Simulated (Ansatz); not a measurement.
# K2Fe: the cost of one run

Computed with Ansatz 0.2.0 (DFT PBE, scalar-relativistic, plane waves, PAW, unless a step's input says otherwise).

### Step 1. Starting point

The structure is tetragonal, space group I4/mmm (No. 139). The conventional cell has a = 4.045 Å, b = 4.045 Å, c = 9.923 Å, α = 90.00°, β = 90.00°, γ = 90.00°. Around K (site symmetry 4mm) lie 5 K at 3.27 to 3.32 Å and 5 Fe at 3.30 to 3.32 Å. Fe (site symmetry 4/mmm) has 10 K at 3.30 to 3.32 Å as nearest neighbours.

As a file:

```
CELL_PARAMETERS angstrom
-2.02257 2.02257 4.96162
2.02257 -2.02257 4.96162
2.02257 2.02257 -4.96162
ATOMIC_POSITIONS crystal
K 0.66500 0.66500 0.00000
K 0.33500 0.33500 0.00000
Fe 0.00000 0.00000 0.00000
```

(A quick probe on a coarse mesh, which set the mesh and smearing, is not shown.)

### Step 3. Rough relaxation on the coarse mesh

input.yaml reads:

```yaml
crystal:
  lattice:
    - [-2.0225719661, 2.0225719661, 4.9616218543]
    - [2.0225719661, -2.0225719661, 4.9616218543]
    - [2.0225719661, 2.0225719661, -4.9616218543]
  atoms:
    - { symbol: K, position: [0.665, 0.665, 0.0] }
    - { symbol: K, position: [0.335, 0.335, 0.0] }
    - { symbol: Fe, position: [0.0, 0.0, 0.0], spin: 3.29 }
basis:
  ecutwfc: 420
kpoints:
  mp_grid: { grid: [6, 6, 6] }
hamiltonian:
  xc: pbe
scf:
  occupations: { method: gaussian, width: 0.1 }
  lower_state_search: "off"
output:
  forces: true
  stress: true
  eigenvalues: true
  populations: true
magnetization:
  spin_polarized: true
relax:
  adjacent_minimum: "off"
  f_tol: 0.04
  max_steps: 70
  cell: { stress_tol: 0.4 }
```

Started as:

```sh
$ ansatz run input.yaml --threads 1 --pin off --max-ram 2560MiB --backend cpu --events-out ev --progress --plain --runs-dir out
```

**Question.** How long does this run take on 1 thread of Arm Neoverse V2, shared host, and how much memory does it need?

About 2.9 min, with a peak of 0.47 GiB.
